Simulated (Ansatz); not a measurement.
# H8N2SSi2: a ladder of functionals and wavefunction methods

How much do the methods differ for H8N2SSi2? The plan is to run it at one geometry with functionals of several rungs and with coupled cluster. The yardstick is the atomisation energy at the CCSD(T) limit.

Method: functionals in def2-TZVPP, the program's frozen cores in correlated methods; program: Ansatz 0.2.0, Gaussian basis.

The runs, in order: PBE-D4, r2SCAN-D4, PBE0-D4, B3LYP-D4, ωB97X-V, ωB97M-V, B2PLYP; CCSD(T)/def2-TZVPP; MP2/def2-QZVPP; extrapolation to the limit.

## (1) The relaxed structure

An earlier PBE0-D4 in a triple-zeta def2 set relaxation fixed the geometry.

13 atoms, charge 0, spin multiplicity 1.

Atoms are counted from 1 here; the program's logs count them from 0.

Bond lengths: N1–Si2 1.723 Å, N1–H6 1.009 Å, N1–H7 1.009 Å, Si2–S3 2.123 Å, Si2–H8 1.486 Å, Si2–H9 1.489 Å, S3–Si4 2.161 Å, Si4–N5 1.709 Å, Si4–H10 1.483 Å, Si4–H11 1.481 Å, N5–H12 1.008 Å, N5–H13 1.008 Å. Angles: Si2–N1–H6 118.8°, Si2–N1–H7 119.2°, H6–N1–H7 110.8°, N1–Si2–S3 109.3°, N1–Si2–H8 105.2°, N1–Si2–H9 116.5°, S3–Si2–H8 113.3°, S3–Si2–H9 104.5°, H8–Si2–H9 108.3°, Si2–S3–Si4 97.7°, S3–Si4–N5 117.1°, S3–Si4–H10 103.4°, S3–Si4–H11 108.6°, N5–Si4–H10 108.8°, N5–Si4–H11 107.9°, H10–Si4–H11 111.0°, Si4–N5–H12 120.0°, Si4–N5–H13 117.5° and more.

## (2) PBE-D4 (GGA)

Contents of in.yaml:

```yaml
crystal:
  periodic: [false, false, false]
  atoms:
    - {symbol: N, position_ang: [-1.036256, -1.006318, -1.012077]}
    - {symbol: Si, position_ang: [-0.032557, -1.668334, 0.221596]}
    - {symbol: S, position_ang: [-0.091094, -0.406526, 1.928040]}
    - {symbol: Si, position_ang: [0.014439, 1.486426, 0.890393]}
    - {symbol: N, position_ang: [1.106362, 1.595430, -0.420111]}
    - {symbol: H, position_ang: [-0.924892, -1.336893, -1.958560]}
    - {symbol: H, position_ang: [-2.006596, -0.819883, -0.809567]}
    - {symbol: H, position_ang: [1.318447, -1.768651, -0.388874]}
    - {symbol: H, position_ang: [-0.413753, -3.011414, 0.738311]}
    - {symbol: H, position_ang: [0.440336, 2.434818, 1.947647]}
    - {symbol: H, position_ang: [-1.336028, 1.825321, 0.387030]}
    - {symbol: H, position_ang: [2.099305, 1.562431, -0.252161]}
    - {symbol: H, position_ang: [0.862268, 1.113581, -1.271667]}
basis:
  gaussian: {orbitals: def2-TZVPP}
hamiltonian: {xc: pbe, dispersion: d4}
output: {forces: true, orbitals: {seedname: orbitals}}
```

Command:

```sh
ansatz run in.yaml --threads 2 --pin off --events-out ev --progress --plain --max-ram 32768MiB --backend cuda --devices 0, --max-vram 18GiB
```

After this run come: r2SCAN-D4 (meta-GGA); PBE0-D4 (hybrid); B3LYP-D4 (hybrid); ωB97X-V (range-separated); ωB97M-V (range-separated); B2PLYP (double hybrid); CCSD(T) in def2-TZVPP; MP2 in def2-QZVPP.

**Question.** What will the summary of the whole plan be? Wanted: atomisation energy, CCSD(T)/CBS; farthest; mean size of error, hybrid; mean size of error, range-separated; gap, smallest and largest; T1 diagnostic; triples share of the correlation energy.

The runs gave:

| quantity | value |
| --- | --- |
| atomisation energy, CCSD(T)/CBS | 4305.9 kJ/mol |
| functionals within 21.5 kJ/mol (0.5 %) | PBE-D4, B3LYP-D4, ωB97M-V |
| farthest | B2PLYP (-71.9 kJ/mol) |
| mean size of error, hybrid | 21.4 kJ/mol |
| mean size of error, range-separated | 24.7 kJ/mol |
| gap, smallest and largest | 5.08 eV (PBE-D4), 11.40 eV (ωB97X-V) |
| T1 diagnostic | 0.0108 |
| triples share of the correlation energy | 3.9 % |

**Reading.** PBE-D4 is off by +14.9 kJ/mol. Double hybrids carry the basis error of their MP2 part in triple zeta, and no dispersion term here, so their miss is partly the set-up's. The reference freezes the cores and leaves out relativity and excitations past (T), so misses under about 21.5 kJ/mol can't be ranked. Hartree-Fock recovers 70 % of the binding; the rest is correlation. Orbital gaps span 5.1 to 11.4 eV; exact exchange widens them.
